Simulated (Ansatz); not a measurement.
# LiSi16: the cost of one run

Program: Ansatz 0.2.0. Level of theory: DFT r2SCAN, plane waves, PAW, scalar-relativistic, no spin polarisation. These are calculated values, not measurements.

### Step 1. The starting structure

The cell holds 17 atoms (LiSi16): a = 7.679 Å, b = 7.679 Å, c = 7.679 Å, α = 60.00°, β = 60.00°, γ = 60.00°.

The coordinates stand in the first input below.

### Step 2. Preparing the start

input.yaml

```yaml
crystal:
  lattice:
    - [0.0, 5.43, 5.43]
    - [5.43, 0.0, 5.43]
    - [5.43, 5.43, 0.0]
  atoms:
    - { symbol: Si, position: [0.0, 0.0, 0.0] }
    - { symbol: Si, position: [0.125, 0.125, 0.125] }
    - { symbol: Si, position: [0.0, 0.0, 0.5] }
    - { symbol: Si, position: [0.125, 0.125, 0.625] }
    - { symbol: Si, position: [0.0, 0.5, 0.0] }
    - { symbol: Si, position: [0.125, 0.625, 0.125] }
    - { symbol: Si, position: [0.0, 0.5, 0.5] }
    - { symbol: Si, position: [0.125, 0.625, 0.625] }
    - { symbol: Si, position: [0.5, 0.0, 0.0] }
    - { symbol: Si, position: [0.625, 0.125, 0.125] }
    - { symbol: Si, position: [0.5, 0.0, 0.5] }
    - { symbol: Si, position: [0.625, 0.125, 0.625] }
    - { symbol: Si, position: [0.5, 0.5, 0.0] }
    - { symbol: Si, position: [0.625, 0.625, 0.125] }
    - { symbol: Si, position: [0.5, 0.5, 0.5] }
    - { symbol: Si, position: [0.625, 0.625, 0.625] }
    - { symbol: Li, position: [0.7403485, 0.7507883, 0.2561963] }
total_charge: 1
basis:
  ecutwfc: 500.0
kpoints:
  mp_grid: { grid: [2, 2, 2] }
hamiltonian:
  xc: r2scan
  pseudopotentials: { kind: paw, azcp: { folder: soft_1 } }
scf:
  occupations: { method: fermi_dirac, width: 0.05 }
  lower_state_search: "off"
relax:
  f_tol: 0.08
  max_steps: 25
  adjacent_minimum: "off"
```

Started as:

```sh
$ ansatz run input.yaml --threads 2 --pin off --max-ram 5120MiB --backend cpu --events-out ev --progress --plain --runs-dir out
```

**Question.** How long does this run take on 2 threads of Intel Xeon at 2.50GHz (Skylake/Cascade Lake), shared host, and how much memory does it need?

About 1.8 min, with a peak of 1.5 GiB.
